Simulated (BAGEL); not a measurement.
**HF/3-21G (density fitting with qzvpp-jkfit) run of ZnH2O2 (SMILES [OH][Zn][OH])**

Aim: the vertical ionisation energy of ZnH2O2 at HF/3-21G (density fitting with qzvpp-jkfit), from 2 runs. 

The calculation is run with BAGEL 1.2.2.

9 further runs of the same task are left out: 7 that didn't finish, 2 set aside as unsound or not needed.

### Step 1. Starting point

ZnH2O2: 5 atoms, total charge 0, spin state singlet. As SMILES, `[OH][Zn][OH]`. The shape is that of a PBE0-D4/def2-TZVP optimisation.

Bond lengths: O1–Zn2 1.765 Å, Zn2–O3 1.765 Å, O1–H4 0.959 Å, O3–H5 0.959 Å. Angles: O1–Zn2–O3 174.6°, Zn2–O1–H4 115.0°, Zn2–O3–H5 115.0°.

### Step 2. A single-point energy at HF/3-21G (density fitting with qzvpp-jkfit)

The input, input.json:

```json
{ "bagel": [

{
  "title": "molecule",
  "basis": "3-21g",
  "df_basis": "qzvpp-jkfit",
  "angstrom": "true",
  "geometry": [
    { "atom": "O", "xyz": [      -0.713000,      -0.275500,      -1.616200 ] },
    { "atom": "Zn", "xyz": [       0.044300,      -0.184300,      -0.024000 ] },
    { "atom": "O", "xyz": [       0.834800,      -0.256800,       1.552900 ] },
    { "atom": "H", "xyz": [      -1.554400,       0.177900,      -1.691600 ] },
    { "atom": "H", "xyz": [       1.438200,       0.465000,       1.737600 ] }
  ]
},

{ "title": "hf" },

{ "title": "print", "file": "orbitals.molden", "orbitals": "true" }

]}
```

The run is started by

```bash
BAGEL_NUM_THREADS=1 BAGEL input.json > input.out
```

The log of the run:

```text
* using 1 threads per process

  ===============================================================
  ===============================================================

  *** Geometry ***

  { "atom" : "O", "xyz" : [     -1.347375,     -0.520620,     -3.054175 ] },
  { "atom" : "Zn", "xyz" : [      0.083715,     -0.348277,     -0.045353 ] },
  { "atom" : "O", "xyz" : [      1.577543,     -0.485282,      2.934556 ] },
  { "atom" : "H", "xyz" : [     -2.937390,      0.336182,     -3.196661 ] },
  { "atom" : "H", "xyz" : [      2.717804,      0.878723,      3.283588 ] },

  Number of auxiliary basis functions:      454

  Since a DF basis is specified, we compute 2- and 3-index integrals:
    o Being stored without compression. Storage requirement is 0.009 GB

  Number of basis functions:       49
  Number of electrons      :       48

    * METHOD: MOLECULE                             0.15

  *** RHF ***

  === Nuclear Repulsion ===
   178.0920094881

      * DIIS with orbital gradients will be used.

  === RHF iteration (3-21g) ===
      0      -1918.84623320          0.03779628           0.04
      1      -1918.99197194          0.02543169           0.03
      2      -1919.08680173          0.00134158           0.03
      3      -1919.08767850          0.00038190           0.03
      4      -1919.08775224          0.00022302           0.03
      5      -1919.08776723          0.00003424           0.03
      6      -1919.08776799          0.00000792           0.03
      7      -1919.08776803          0.00000251           0.03
      8      -1919.08776803          0.00000108           0.03
      9      -1919.08776803          0.00000027           0.03
     10      -1919.08776803          0.00000011           0.03
     11      -1919.08776803          0.00000005           0.03
     12      -1919.08776803          0.00000001           0.03
     13      -1919.08776803          0.00000000           0.03
    * SCF iteration converged.

    * Permanent dipole moment:
           (    0.207048,    -1.022159,    -0.095144) a.u.

    * METHOD: HF                                   0.61

    * METHOD: PRINT                                0.01

  ===============================================================
```

Wall time 0.88 s (1 thread of Arm Neoverse V1, shared host).

### Step 3. The doublet cation at the same level

The input, job.json:

```json
{ "bagel" : [

{
  "title" : "molecule",
  "basis" : "3-21g",
  "df_basis" : "qzvpp-jkfit",
  "angstrom" : true,
  "geometry" : [
    { "atom" : "O", "xyz" : [      -0.713000,      -0.275500,      -1.616200 ] },
    { "atom" : "Zn", "xyz" : [       0.044300,      -0.184300,      -0.024000 ] },
    { "atom" : "O", "xyz" : [       0.834800,      -0.256800,       1.552900 ] },
    { "atom" : "H", "xyz" : [      -1.554400,       0.177900,      -1.691600 ] },
    { "atom" : "H", "xyz" : [       1.438200,       0.465000,       1.737600 ] }
  ]
},

{
  "title" : "uhf",
  "charge" : 1,
  "nopen" : 1
},

{
  "title" : "print",
  "file" : "orbitals.molden",
  "orbitals" : true
}

]}
```

The run is started by

```bash
BAGEL_NUM_THREADS=1 BAGEL job.json > job.out
```

The log of the run:

```text
* using 1 threads per process

  ===============================================================
  ===============================================================

  *** Geometry ***

  { "atom" : "O", "xyz" : [     -1.347375,     -0.520620,     -3.054175 ] },
  { "atom" : "Zn", "xyz" : [      0.083715,     -0.348277,     -0.045353 ] },
  { "atom" : "O", "xyz" : [      1.577543,     -0.485282,      2.934556 ] },
  { "atom" : "H", "xyz" : [     -2.937390,      0.336182,     -3.196661 ] },
  { "atom" : "H", "xyz" : [      2.717804,      0.878723,      3.283588 ] },

  Number of auxiliary basis functions:      454

  Since a DF basis is specified, we compute 2- and 3-index integrals:
    o Being stored without compression. Storage requirement is 0.009 GB

  Number of basis functions:       49
  Number of electrons      :       48

    * METHOD: MOLECULE                             0.15

  *** Open-shell HF ***

  === Nuclear Repulsion ===
   178.0920094881

      * DIIS with orbital gradients will be used.

  === UHF iteration (3-21g) ===
      0      -1918.43733558          0.07065568           0.07
      1      -1918.55644649          0.05927389           0.07
      2      -1918.61242180          0.04239632           0.07
      3      -1918.67924715          0.00543311           0.07
      4      -1918.68529650          0.00422485           0.07
      5      -1918.69483554          0.00271937           0.06
      6      -1918.70249343          0.00196760           0.06
      7      -1918.70632542          0.00251993           0.07
      8      -1918.70446124          0.00196932           0.07
      9      -1918.70427055          0.00220720           0.06
     10      -1918.70885038          0.00168409           0.07
     11      -1918.71604494          0.00132364           0.07
     12      -1918.71765879          0.00115225           0.07
     13      -1918.71717240          0.00107264           0.07
     14      -1918.71888725          0.00073896           0.06
     15      -1918.71898322          0.00073927           0.06
     16      -1918.71913296          0.00081381           0.07
     17      -1918.71897843          0.00043488           0.07
     18      -1918.71909020          0.00043823           0.07
     19      -1918.71906609          0.00017828           0.07
     20      -1918.71908261          0.00021676           0.07
     21      -1918.71908364          0.00009295           0.07
     22      -1918.71908417          0.00007025           0.07
     23      -1918.71908473          0.00004907           0.07
     24      -1918.71908545          0.00003571           0.07
     25      -1918.71908663          0.00003267           0.07
     26      -1918.71908688          0.00003321           0.07
     27      -1918.71908704          0.00003373           0.07
     28      -1918.71908501          0.00003006           0.07
     29      -1918.71908326          0.00002625           0.07
     30      -1918.71908226          0.00002739           0.07
     31      -1918.71908232          0.00002625           0.07
     32      -1918.71908218          0.00002723           0.06
     33      -1918.71908161          0.00002425           0.07
     34      -1918.71908041          0.00002083           0.07
     35      -1918.71907949          0.00001638           0.07
     36      -1918.71907947          0.00001588           0.07
     37      -1918.71907955          0.00001496           0.07
     38      -1918.71907959          0.00001831           0.06
     39      -1918.71907950          0.00000939           0.07
     40      -1918.71907962          0.00000856           0.07
     41      -1918.71907968          0.00000638           0.07
     42      -1918.71907968          0.00000861           0.07
     43      -1918.71907970          0.00000722           0.07
     44      -1918.71907968          0.00000693           0.07
     45      -1918.71907969          0.00000592           0.07
     46      -1918.71907968          0.00000593           0.07
     47      -1918.71907971          0.00000585           0.07
     48      -1918.71907971          0.00000625           0.07
     49      -1918.71907967          0.00000561           0.10
     50      -1918.71907964          0.00000494           0.07
     51      -1918.71907954          0.00000312           0.06
     52      -1918.71907952          0.00000154           0.07
     53      -1918.71907952          0.00000095           0.07
     54      -1918.71907952          0.00000072           0.06
     55      -1918.71907952          0.00000071           0.06
     56      -1918.71907953          0.00000059           0.07
     57      -1918.71907953          0.00000064           0.07
     58      -1918.71907953          0.00000058           0.07
     59      -1918.71907953          0.00000055           0.07
     60      -1918.71907953          0.00000050           0.06
     61      -1918.71907953          0.00000050           0.07
     62      -1918.71907953          0.00000049           0.07
     63      -1918.71907953          0.00000051           0.07
     64      -1918.71907953          0.00000049           0.07
     65      -1918.71907953          0.00000046           0.07
     66      -1918.71907952          0.00000056           0.06
     67      -1918.71907952          0.00000037           0.07
     68      -1918.71907952          0.00000024           0.07
     69      -1918.71907952          0.00000019           0.07
     70      -1918.71907952          0.00000018           0.07
     71      -1918.71907952          0.00000018           0.06
     72      -1918.71907952          0.00000018           0.06
     73      -1918.71907952          0.00000018           0.07
     74      -1918.71907952          0.00000018           0.07
     75      -1918.71907952          0.00000017           0.07
     76      -1918.71907952          0.00000021           0.07
     77      -1918.71907952          0.00000020           0.06
     78      -1918.71907952          0.00000020           0.07
     79      -1918.71907952          0.00000019           0.07
     80      -1918.71907952          0.00000018           0.07
     81      -1918.71907952          0.00000016           0.07
     82      -1918.71907952          0.00000010           0.07
     83      -1918.71907952          0.00000007           0.06
     84      -1918.71907952          0.00000005           0.06
     85      -1918.71907952          0.00000005           0.07
     86      -1918.71907952          0.00000005           0.07
     87      -1918.71907952          0.00000004           0.07
     88      -1918.71907952          0.00000003           0.07
     89      -1918.71907952          0.00000002           0.07
     90      -1918.71907952          0.00000001           0.07
     91      -1918.71907952          0.00000002           0.07
     92      -1918.71907952          0.00000001           0.06
     93      -1918.71907952          0.00000001           0.06
    * SCF iteration converged.

    * S^2 (UHF) is 0.8757

    * Permanent dipole moment:
           (    0.240220,    -1.186369,    -0.110496) a.u.

    * METHOD: UHF                                  6.43

    * METHOD: PRINT                                0.01

  ===============================================================
```

Run time: 6.9 s. Hardware: 1 thread of Arm Neoverse V1, shared host.

### Step 4. Results

At HF/3-21G (density fitting with qzvpp-jkfit):

| quantity | value |
| --- | --- |
| singlet ZnH2O2: total energy | -1919.08777 Eh |
| singlet ZnH2O2: dipole moment | 2.66 D |
| singlet ZnH2O2: HOMO energy | -11.72 eV |
| singlet ZnH2O2: LUMO energy | 1.58 eV |
| singlet ZnH2O2: HOMO–LUMO gap | 13.30 eV |
| doublet cation: total energy | -1918.71908 Eh |
| doublet cation: ⟨S²⟩ | 0.876 |
| vertical ionisation energy (to the doublet cation) | 10.033 eV |

In words: Removing an electron at fixed nuclei costs 10.03 eV (231 kcal/mol). −ε(HOMO) before ionisation, 11.72 eV, is 1.68 eV above this ionisation energy. ⟨S²⟩ (doublet cation) is 0.88 where a pure doublet has 0.75: the reference is spin-contaminated.
